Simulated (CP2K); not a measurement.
The system is Na3Cl2.

```
CELL_PARAMETERS angstrom
10.32141 0.00000 0.00000
-9.72122 3.46835 0.00000
0.00000 0.00000 3.52764
ATOMIC_POSITIONS crystal
Cl 0.08660 0.91340 0.50000
Cl 0.91340 0.08660 0.50000
Na 0.66899 0.33101 0.00000
Na 0.33101 0.66899 0.00000
Na 0.50000 0.50000 0.00000
```

The cell comes from a database or a generator and needn't be the stable form of this composition.

Base run:

```yaml
Program: CP2K 2026.2
Functional: PBEsol
Potentials_or_basis: POTENTIAL_UZH Cl GTH-PBE-q7, Na GTH-PBE-q9; TZVP-MOLOPT-PBE-GTH basis
Density_cutoff: 18368 eV
k_mesh: 6 × 6 × 6
Occupations: fermi-dirac, width 0.05 eV
Spin: no spin polarisation
```

Its results: band gap on the k mesh none (metal or under the smearing width); pressure -0.5 GPa; largest force 0.144 eV/Å.

Problem. The run is repeated on the same cell with these changes: functional from PBEsol to revPBE. What comes out?

Solution. Band gap on the k mesh none (metal or under the smearing width); pressure 1.4 GPa; largest force 0.125 eV/Å.

revPBE binds less tightly than PBEsol, so the same cell stands under more pressure.

Caveats: the potentials were made for another functional, which shifts forces and pressure; the basis of atomic orbitals isn't converged, which shifts pressures, moduli and gaps; an odd number of electrons without spin polarisation forces a metal; a magnetic or distorted state may lie lower.
